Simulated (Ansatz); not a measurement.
Geometry optimisation, DFT PBEsol, scalar-relativistic, plane waves, PAW (Ansatz 0.2.0).

Input:

```yaml
accuracy: low
crystal:
  lattice:
    - [5.963739, 0.0, 0.0]
    - [2.981869, 5.164749, 0.0]
    - [0.0, 0.0, 18.086715]
  atoms:
    - { symbol: Mg, position: [0.0, 0.0, 0.0552892] }
    - { symbol: O, position: [0.3333333, 0.8333333, 0.1225951] }
    - { symbol: Mg, position: [0.0, 0.5, 0.0552892] }
    - { symbol: O, position: [0.3333333, 0.3333333, 0.1225951] }
    - { symbol: Mg, position: [0.5, 0.0, 0.0552892] }
    - { symbol: O, position: [0.8333333, 0.8333333, 0.1225951] }
    - { symbol: Mg, position: [0.5, 0.5, 0.0552892] }
    - { symbol: O, position: [0.8333333, 0.3333333, 0.1225951] }
    - { symbol: Mg, position: [0.6666667, 0.6666667, 0.189901] }
    - { symbol: O, position: [0.0, 0.5, 0.257207] }
    - { symbol: Mg, position: [0.6666667, 0.1666667, 0.189901] }
    - { symbol: O, position: [0.0, 0.0, 0.257207] }
    - { symbol: Mg, position: [0.1666667, 0.6666667, 0.189901] }
    - { symbol: O, position: [0.5, 0.5, 0.257207] }
    - { symbol: Mg, position: [0.1666667, 0.1666667, 0.189901] }
    - { symbol: O, position: [0.5, 0.0, 0.257207] }
    - { symbol: Mg, position: [0.3333333, 0.3333333, 0.3245129] }
    - { symbol: O, position: [0.6666667, 0.1666667, 0.3918188] }
    - { symbol: Mg, position: [0.3333333, 0.8333333, 0.3245129] }
    - { symbol: O, position: [0.6666667, 0.6666667, 0.3918188] }
    - { symbol: Mg, position: [0.8333333, 0.3333333, 0.3245129] }
    - { symbol: O, position: [0.1666667, 0.1666667, 0.3918188] }
    - { symbol: Mg, position: [0.8333333, 0.8333333, 0.3245129] }
    - { symbol: O, position: [0.1666667, 0.6666667, 0.3918188] }
    - { symbol: In, position: [0.9023942, 0.0644995, 0.4891278], spin: 1.0 }
magnetization:
  spin_polarized: true
basis:
  ecutwfc: 420.0
kpoints:
  mp_grid: { grid: [2, 2, 1] }
hamiltonian:
  xc: pbesol
  pseudopotentials: { kind: paw, azcp: { folder: soft_1 } }
scf:
  occupations: { method: fermi_dirac, width: 0.05 }
  lower_state_search: "off"
relax:
  f_tol: 0.08
  max_steps: 25
  adjacent_minimum: "off"
  constraints: [{ sites: [0, 1, 2, 3, 4, 5, 6, 7] }]
```

Command:

```bash
$ ansatz run input.yaml --threads 4 --pin off --max-ram 10240MiB --backend cpu --events-out ev --progress --plain --runs-dir out
```

Task: Where does it end, and by what steps?

Result: The forces met the threshold. Limits of this set-up: coarse k mesh, thin slab, slab without dipole correction, PAW files made for another functional, low accuracy level. After 8 steps the energy has fallen by 3.007 eV; In25 moved furthest, 0.85 Å. Joined: Mg19–In25 (3.72 → 2.86 Å), O24–In25 (2.73 → 2.01 Å).

```tsv
step	energy less start (eV)	largest force component (eV/Å)	accepted
0	0.0000	2.499	yes
1	-1.1882	2.446	yes
2	-2.1051	1.827	yes
3	-2.6633	1.380	yes
4	-2.9225	0.633	yes
5	-2.9639	0.994	yes
6	-2.9575	0.555	no
7	-3.0026	0.211	yes
8	-3.0067	0.018	yes
```

```xyz
25
Lattice="5.9637 0.0000 0.0000 2.9819 5.1647 0.0000 0.0000 0.0000 18.0867" Properties=species:S:1:pos:R:3
Mg 0.000 0.000 1.000
O 4.473 4.304 2.217
Mg 1.491 2.582 1.000
O 2.982 1.722 2.217
Mg 2.982 0.000 1.000
O 7.455 4.304 2.217
Mg 4.473 2.582 1.000
O 5.964 1.722 2.217
Mg 5.964 3.443 3.519
O 1.492 2.582 4.635
Mg 4.463 0.867 3.558
O 0.000 0.000 4.620
Mg 2.982 3.432 3.558
O 4.471 2.582 4.635
Mg 1.500 0.866 3.558
O 2.982 0.001 4.635
Mg 2.981 1.722 6.248
O 4.527 0.829 7.026
Mg 4.532 4.270 5.938
O 5.964 3.443 6.981
Mg 5.963 1.790 5.937
O 1.435 0.829 7.027
Mg 7.396 4.270 5.937
O 2.982 3.508 7.027
In 5.962 0.001 8.170
```

Run time: 82 s on 4 threads of Arm Neoverse V2 (shared host), peak memory 1.6 GiB.
